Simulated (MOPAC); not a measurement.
# C3H9BOS (SMILES BOCSCC): levels of theory compared

Wanted: a comparison of 5 runs (AM1, MNDO, PM3, PM6, PM7) of C3H9BOS. 

The results are computed with MOPAC 23.2.5.

4 further runs of the same task are left out: 4 set aside as unsound or not needed.

### 1 The system as given

The species is C3H9BOS (15 atoms), meant as a singlet with charge 0. As SMILES, `BOCSCC`. The shape comes from a force field and isn't a relaxed structure. This is one conformer, not always the lowest.

Bond lengths: B1–O2 1.494 Å, O2–C3 1.418 Å, C3–S4 1.737 Å, S4–C5 1.800 Å, C5–C6 1.550 Å, B1–H7 1.202 Å, B1–H8 1.121 Å, C3–H9 1.135 Å, C3–H10 1.147 Å, C5–H11 1.096 Å, C5–H12 1.110 Å, C6–H13 1.148 Å, C6–H14 1.106 Å, C6–H15 1.080 Å. Some angles: B1–O2–C3 109.9°, O2–C3–S4 112.1°, C3–S4–C5 100.3°, S4–C5–C6 110.4°, O2–B1–H7 115.3°, O2–B1–H8 121.7°, O2–C3–H9 113.7°, O2–C3–H10 107.4°, S4–C3–H9 113.0°, S4–C3–H10 109.2°.

### 2 Energy and forces at AM1 (run 1)

calc.mop reads:

```
AM1 DISP GRADIENTS BONDS 1SCF AUX(PRECISION=6) THREADS=1
gradient of C3H9BOS

B 0.970600 1 -2.521700 1 -1.261600 1
O 1.256600 1 -1.205300 1 -0.615600 1
C 0.467100 1 -1.058400 1 0.552800 1
S -1.123200 1 -0.458200 1 0.196100 1
C -0.718800 1 1.197800 1 -0.380400 1
C -0.683200 1 2.191300 1 0.809000 1
H 0.086800 1 -2.512900 1 -2.076500 1
H 1.569500 1 -3.438800 1 -1.022000 1
H 0.455800 1 -1.979900 1 1.214600 1
H 1.006600 1 -0.314100 1 1.238900 1
H -1.493300 1 1.554900 1 -1.069100 1
H 0.280900 1 1.201900 1 -0.862800 1
H -1.722100 1 2.233000 1 1.296800 1
H 0.064000 1 1.881000 1 1.562800 1
H -0.439200 1 3.178600 1 0.446300 1
```

Launch:

```console
mopac calc.mop
```

calc.out:

```text
MOPAC v23.2.5
AM1 CALCULATION RESULTS
[...]
           Empirical Formula: C3 H9 O B S  =    15 atoms
      MOLECULAR POINT GROUP   :   C1
[...]
     SCF FIELD WAS ACHIEVED
[...]
                              SUM =        -39.38642 KCAL/MOL = FINAL HEAT OF FORMATION
          TOTAL ENERGY            =      -1092.18445 EV
          ELECTRONIC ENERGY       =      -4118.21339 EV
          CORE-CORE REPULSION     =       3026.02894 EV
          COSMO AREA              =        149.23 SQUARE ANGSTROMS
          COSMO VOLUME            =        142.62 CUBIC ANGSTROMS
          GRADIENT NORM           =        161.42267          =       41.67915 PER ATOM
          IONIZATION POTENTIAL    =          8.763412 EV
          HOMO LUMO ENERGIES (EV) =         -8.763  0.780
          NO. OF FILLED LEVELS    =         18
          MOLECULAR WEIGHT        =        103.9735         POINT GROUP:  C1
[...]
 DIPOLE           X         Y         Z       TOTAL
 POINT-CHG.    -0.658    -0.636     0.500     1.043
 HYBRID         1.288     0.555     0.034     1.403
 SUM            0.629    -0.081     0.534     0.829
[...]
 * JOB ENDED NORMALLY *
[...]
```

Wall time 0.04 s (1 thread of Arm Neoverse N1, shared host).

### 3 Energy and forces at MNDO (run 2)

c3h9bos.mop reads:

```
MNDO 1SCF BONDS DISP GRADIENTS AUX(PRECISION=6) THREADS=1
C3H9BOS

B 0.970600 1 -2.521700 1 -1.261600 1
O 1.256600 1 -1.205300 1 -0.615600 1
C 0.467100 1 -1.058400 1 0.552800 1
S -1.123200 1 -0.458200 1 0.196100 1
C -0.718800 1 1.197800 1 -0.380400 1
C -0.683200 1 2.191300 1 0.809000 1
H 0.086800 1 -2.512900 1 -2.076500 1
H 1.569500 1 -3.438800 1 -1.022000 1
H 0.455800 1 -1.979900 1 1.214600 1
H 1.006600 1 -0.314100 1 1.238900 1
H -1.493300 1 1.554900 1 -1.069100 1
H 0.280900 1 1.201900 1 -0.862800 1
H -1.722100 1 2.233000 1 1.296800 1
H 0.064000 1 1.881000 1 1.562800 1
H -0.439200 1 3.178600 1 0.446300 1
```

Launch:

```console
mopac c3h9bos.mop
```

c3h9bos.out:

```text
MOPAC v23.2.5
MNDO CALCULATION RESULTS
[...]
           Empirical Formula: C3 H9 O B S  =    15 atoms
      MOLECULAR POINT GROUP   :   C1
[...]
     SCF FIELD WAS ACHIEVED
[...]
                              SUM =        -46.04587 KCAL/MOL = FINAL HEAT OF FORMATION
          TOTAL ENERGY            =      -1132.76418 EV
          ELECTRONIC ENERGY       =      -4175.07480 EV
          CORE-CORE REPULSION     =       3042.31062 EV
          COSMO AREA              =        149.23 SQUARE ANGSTROMS
          COSMO VOLUME            =        142.62 CUBIC ANGSTROMS
          GRADIENT NORM           =        187.43404          =       48.39526 PER ATOM
          IONIZATION POTENTIAL    =          9.779143 EV
          HOMO LUMO ENERGIES (EV) =         -9.779  0.861
          NO. OF FILLED LEVELS    =         18
          MOLECULAR WEIGHT        =        103.9735         POINT GROUP:  C1
[...]
 DIPOLE           X         Y         Z       TOTAL
 POINT-CHG.    -0.893    -0.561     0.416     1.134
 HYBRID         1.427     0.594     0.029     1.546
 SUM            0.534     0.033     0.445     0.696
[...]
 * JOB ENDED NORMALLY *
[...]
```

It took 0.04 s on 1 thread of Arm Neoverse N1, shared host.

Runs 3 to 4 aren't shown in full; the table further down has their settings and results.

### 4 Energy and forces at PM7 (run 5)

job.mop reads:

```
PM7 1SCF DISP GRADIENTS BONDS AUX(PRECISION=9) THREADS=1
C3H9BOS, PM7

B 0.970600 1 -2.521700 1 -1.261600 1
O 1.256600 1 -1.205300 1 -0.615600 1
C 0.467100 1 -1.058400 1 0.552800 1
S -1.123200 1 -0.458200 1 0.196100 1
C -0.718800 1 1.197800 1 -0.380400 1
C -0.683200 1 2.191300 1 0.809000 1
H 0.086800 1 -2.512900 1 -2.076500 1
H 1.569500 1 -3.438800 1 -1.022000 1
H 0.455800 1 -1.979900 1 1.214600 1
H 1.006600 1 -0.314100 1 1.238900 1
H -1.493300 1 1.554900 1 -1.069100 1
H 0.280900 1 1.201900 1 -0.862800 1
H -1.722100 1 2.233000 1 1.296800 1
H 0.064000 1 1.881000 1 1.562800 1
H -0.439200 1 3.178600 1 0.446300 1
```

Launch:

```console
mopac job.mop
```

job.out:

```text
MOPAC v23.2.5
PM7 CALCULATION RESULTS
[...]
           Empirical Formula: C3 H9 O B S  =    15 atoms
      MOLECULAR POINT GROUP   :   C1
[...]
     SCF FIELD WAS ACHIEVED
[...]
                              SUM =        -40.49514 KCAL/MOL = FINAL HEAT OF FORMATION
          TOTAL ENERGY            =      -1018.25593 EV
          ELECTRONIC ENERGY       =      -3997.14006 EV
          CORE-CORE REPULSION     =       2978.88412 EV
          COSMO AREA              =        149.23 SQUARE ANGSTROMS
          COSMO VOLUME            =        142.62 CUBIC ANGSTROMS
          GRADIENT NORM           =        126.36145          =       32.62639 PER ATOM
          IONIZATION POTENTIAL    =          8.593467 EV
          HOMO LUMO ENERGIES (EV) =         -8.593 -0.422
          NO. OF FILLED LEVELS    =         18
          MOLECULAR WEIGHT        =        103.9735         POINT GROUP:  C1
[...]
 DIPOLE           X         Y         Z       TOTAL
 POINT-CHG.    -0.695    -1.007     0.703     1.411
 HYBRID         0.982     0.971    -0.034     1.381
 SUM            0.286    -0.036     0.669     0.728
[...]
 * JOB ENDED NORMALLY *
[...]
```

Run time: 0.04 s. Hardware: 1 thread of Arm Neoverse N1, shared host.

### 5 Overview of the runs

```
run  level  heat of formation (kcal/mol)  dipole moment (D)  HOMO energy (eV)  LUMO energy (eV)  wall time
  1    AM1                        -39.39               0.83             -8.76              0.78     0.04 s
  2   MNDO                        -46.05               0.70             -9.78              0.86     0.04 s
  3    PM3                        -20.45               1.11             -9.15             -0.20     0.04 s
  4    PM6                        -40.12               0.89             -8.80             -0.05     0.04 s
  5    PM7                        -40.50               0.73             -8.59             -0.42     0.04 s
```

### 6 Outcome

```
                                        quantity           value
                             run 5: total energy    -37.42022 Eh
                            run 5: dipole moment          0.73 D
                              run 5: HOMO energy        -8.59 eV
                              run 5: LUMO energy        -0.42 eV
                            run 5: HOMO–LUMO gap         8.17 eV
                        run 5: dispersion energy    -4.69 kJ/mol
run 5: heat of formation at this unrelaxed shape  -40.5 kcal/mol
                 run 5: largest force on an atom      2.783 eV/Å
```

The dipole moment (its size) runs from 0.70 D (MNDO) to 1.11 D (PM3). The HOMO–LUMO gap runs from 8.17 eV (PM7) to 10.64 eV (MNDO). Force-field and semi-empirical energies have zeros of their own, so their totals don't compare. All runs together took 0.2 s, the longest 0.04 s.
